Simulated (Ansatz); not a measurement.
This script for Ansatz 0.2.0, Python API starts 6 runs on LiPb, space group R-3m. What input does the engine get in each?

`lipb.py`
```python
"""Convergence of LiPb with the k-point mesh."""

import ansatz as az
from pymatgen.core import Lattice, Structure
from pymatgen.io.ase import AseAtomsAdaptor
from tabulate import tabulate

XC = "pbesol"
FILLING = "fermi_dirac"
SMEARING_WIDTH = 0.05
CUTOFF_EV = 470

pmg_structure = Structure(
    Lattice([[2.4935, 1.43962, 2.06267], [-2.4935, 1.43962, 2.06267], [0.0, -2.87925, 2.06267]]),
    ["Li", "Pb"],
    [
        [0.5, 0.5, 0.5],
        [0.0, 0.0, 0.0],
    ],
)
xtal = az.Crystal.from_ase(AseAtomsAdaptor.get_atoms(pmg_structure))

calc = xtal.calculation().functional(XC).occupations(FILLING, width=SMEARING_WIDTH).basis(CUTOFF_EV)

rows = []
for value in [(2, 2, 2), (3, 3, 3), (4, 4, 4), (5, 5, 5), (6, 6, 6), (8, 8, 8)]:
    data = calc.kpoints(mesh=value).run(threads=1).report
    rows.append((value, data["free_energy_ev"] / len(data["lattice"]["sites"]), data["n_iterations"], data["n_kpoints"]))

print(tabulate(rows, headers=["mesh", "F/atom (eV)", "iterations", "k-points"], floatfmt=".4f", tablefmt="simple"))

# differences from the last row
for row in rows[:-1]:
    shift = 1000 * (row[1] - rows[-1][1])
    print(f"{row[0]}: {shift:+.2f} meV/atom" + ("  (within 1 meV)" if abs(shift) < 1 else ""))
```

Run 1:
```yaml
crystal:
  lattice:
    - [2.4935, 1.43962, 2.06267]
    - [-2.4935, 1.43962, 2.06267]
    - [0.0, -2.87925, 2.06267]
  atoms:
    - { symbol: Li, position: [0.5, 0.5, 0.5] }
    - { symbol: Pb, position: [0.0, 0.0, 0.0] }
basis:
  ecutwfc: 470.0
kpoints:
  mp_grid:
    grid: [2, 2, 2]
hamiltonian:
  xc: pbesol
scf:
  occupations:
    method: fermi_dirac
    width: 0.05
```

Run 2, against run 1:
```diff
-    grid: [2, 2, 2]
+    grid: [3, 3, 3]
```

Run 3, against run 1:
```diff
-    grid: [2, 2, 2]
+    grid: [4, 4, 4]
```

Run 4, against run 1:
```diff
-    grid: [2, 2, 2]
+    grid: [5, 5, 5]
```

Run 5, against run 1:
```diff
-    grid: [2, 2, 2]
+    grid: [6, 6, 6]
```

Run 6, against run 1:
```diff
-    grid: [2, 2, 2]
+    grid: [8, 8, 8]
```

Running `python lipb.py` prints:
```text
mesh         F/atom (eV)    iterations    k-points
---------  -------------  ------------  ----------
(2, 2, 2)     -5980.0158             6           4
(3, 3, 3)     -5979.0997             7           6
(4, 4, 4)     -5979.0769             6          13
(5, 5, 5)     -5979.2140             6          19
(6, 6, 6)     -5979.2789             7          32
(8, 8, 8)     -5979.2537             7          65
(2, 2, 2): -762.05 meV/atom
(3, 3, 3): +154.06 meV/atom
(4, 4, 4): +176.80 meV/atom
(5, 5, 5): +39.73 meV/atom
(6, 6, 6): -25.20 meV/atom
```

Spin-orbit coupling, which matters for elements this heavy, is left out. The starting cell is as deposited in a crystallographic database; the results hold for this polymorph, which needn't be the stable one. Shifts are counted from the finest mesh, which is itself no proven limit. Wall time of the script: 7.7 s on 1 thread of Arm Neoverse V1, on a shared host, peak memory 0.45 GiB.
